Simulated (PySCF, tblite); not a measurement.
**C₄H₁₀OSi: geometry, infrared bands and NMR shifts**

Wanted: the infrared bands and NMR shifts of C₄H₁₀OSi (`[SiH3]OCC1CC1`), by calculation.

Programs: tblite 0.8.0 and PySCF 2.14.0, with density-fitted response routines of our own. Each step states its level of theory. These are calculated values for one molecule in the gas phase, unless marked as measured. Atoms are numbered from 0 throughout.

## Step 1: Starting geometry

16 atoms, charge 0, multiplicity 1; geometry from: force field or distance geometry start.

Bonds of the start (Å): Si0–O1 1.67, O1–C2 1.40, C2–C3 1.50, C3–C4 1.51, C4–C5 1.51, C5–C3 1.51, Si0–H6 1.49, Si0–H7 1.48, Si0–H8 1.48, C2–H9 1.10, C2–H10 1.09, C3–H11 1.09, C4–H12 1.08, C4–H13 1.07, C5–H14 1.09, C5–H15 1.07.

## Step 2: Geometry optimisation with GFN2-xTB

What the job is given:

```
{"job": {"kind": "relax", "xc": "GFN2-xTB", "basis": "xTB"}, "charge": 0, "multiplicity": 1}
Si     2.593000    -1.014300    -0.809000
O      1.241200    -0.681600     0.111700
C      0.420900     0.394700    -0.258100
C     -0.723000     0.481800     0.705600
C     -1.935500    -0.407800     0.556100
C     -2.049400     1.074800     0.308500
H      2.152400    -1.314400    -2.197100
H      3.328600    -2.160900    -0.237300
H      3.465100     0.182300    -0.831400
H      0.028600     0.249100    -1.277100
H      0.967500     1.340400    -0.226600
H     -0.373500     0.654800     1.724800
H     -1.984000    -1.066500    -0.298800
H     -2.380700    -0.816200     1.443200
H     -2.579800     1.676600     1.048900
H     -2.179000     1.416100    -0.697500
```

Command:

```sh
OMP_NUM_THREADS=1 python probes_run.py task.json out
```

One launch serves the whole session: the jobs run in the order shown.

**Question.** This job is followed by: GFN2-xTB harmonic vibrations, gas phase; GIAO PBE0/pcSseg-1 NMR shielding, non-relativistic, gas phase. Predict these results of the whole session: strongest single infrared mode (GFN2-xTB); zero-point energy (GFN2-xTB); 13C shifts against TMS (PBE0/pcSseg-1, means over atoms taken as alike); 1H shifts against TMS (PBE0/pcSseg-1, means over atoms taken as alike); 29Si shifts against TMS (PBE0/pcSseg-1); 17O shifts against H2O (PBE0/pcSseg-1).

As calculated:

| quantity | value |
| --- | --- |
| strongest single infrared mode (GFN2-xTB) | 2199 cm⁻¹, 411 km/mol |
| zero-point energy (GFN2-xTB) | 79.6 kcal/mol |
| 13C shifts against TMS (PBE0/pcSseg-1, means over atoms taken as alike) | 74.2, 16.8, 4.7 ppm |
| 1H shifts against TMS (PBE0/pcSseg-1, means over atoms taken as alike) | 4.90, 3.53, 1.14, 0.52, 0.13 ppm |
| 29Si shifts against TMS (PBE0/pcSseg-1) | -39.0 ppm |
| 17O shifts against H2O (PBE0/pcSseg-1) | 19.7 ppm |

**Reading.** Over 51 steps the energy fell by 0.154 eV; of the close pairs, Si0–O1 changed most, 1.669 to 1.617 Å. No mode is imaginary among the 42: a minimum at this level. The strongest single mode, at 2199 cm⁻¹, moves mainly H6 and H8. GFN2-xTB is a fitted tight-binding method: band positions and strengths are rough. Its intensities can rank the bands wrongly. The most deshielded carbon is C2 (sp3 CH2 bonded to O), at 74.2 ppm: pulled downfield by the heteroatom. At PBE0/pcSseg-1: The widest tensor belongs to Si0: span 132 ppm, with a paramagnetic part of -492 ppm.
